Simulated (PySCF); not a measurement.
# A gas-phase reaction: F3GeHO → F2GeHO + F

Wanted: the reaction energy for `[OH][Ge]([F])([F])[F]` → `[OH][Ge]([F])[F]` + `[F]`.

Programs: PySCF 2.14.0. All values are calculated, for the isolated system unless a continuum is named. Atoms count from 0, parts from 1.

## 1. Starting point

Each species was relaxed by itself at PBE0-D3(BJ)/def2-SVPD.

## 2. Reaction energy: wB97M-D3(BJ)/def2-TZVPD

Job settings and geometry (Å):

```
{"job": {"kind": "react", "xc": "wB97M-D3(BJ)", "basis": "def2-TZVPD"}, "charge": 0, "multiplicity": 1}
-1 F3GeHO charge 0 multiplicity 1
O      0.864630     1.118380     0.310160
Ge    -0.024910    -0.336880     0.010500
F     -1.101730    -0.204650    -1.319460
F     -0.980330    -0.819380     1.351570
F      1.099940    -1.575590    -0.326340
H      0.332320     1.893260     0.520280

+1 F2GeHO charge 0 multiplicity 2
O     -0.662840     0.565960     0.859690
Ge     0.592250    -0.337250    -0.002670
F      0.642860     0.209670    -1.666540
F     -0.029990    -1.961160    -0.053770
H     -0.542280     1.522790     0.863270

+1 F charge 0 multiplicity 2
F      0.000000     0.000000     0.000000
```

Method: wB97M-D3(BJ)/def2-TZVPD reaction energy of separated species, gas phase.

Command:

```sh
> OMP_NUM_THREADS=1 python cluster_run.py task.json out
```

The driver reads the jobs from task.json and runs them one after another.

**Question.** The jobs that follow are: PBE0-D3(BJ)/def2-TZVPD reaction energy of separated species, gas phase. Predict: reaction energy (wB97M-D3(BJ)/def2-TZVPD); ΔH, ΔG at 298 K (xTB thermal terms). Thermal terms come from harmonic xTB runs on each species.

**Answer**, as computed:

| quantity | value |
| --- | --- |
| reaction energy (wB97M-D3(BJ)/def2-TZVPD) | 125.9 kcal/mol |
| ΔH, ΔG at 298 K (xTB thermal terms) | +124.7, +114.8 kcal/mol |
| range of the reaction energy over the runs of this table | 124.4 to 125.9 kcal/mol |

What this shows: The reaction is endothermic by 124.7 kcal/mol in the gas phase; dispersion gives +0.58, and xTB itself gave 101.3 for the electronic energy (xTB energies and thermal terms come from the earlier relaxation of each species, not shown). No barrier was sought. xTB and this level differ widely in the electronic energy, so what comes from xTB (the thermal terms above all) is less safe here. The reaction energy runs from 124.4 (PBE0-D3(BJ)/def2-TZVPD) to 125.9 kcal/mol (wB97M-D3(BJ)/def2-TZVPD).
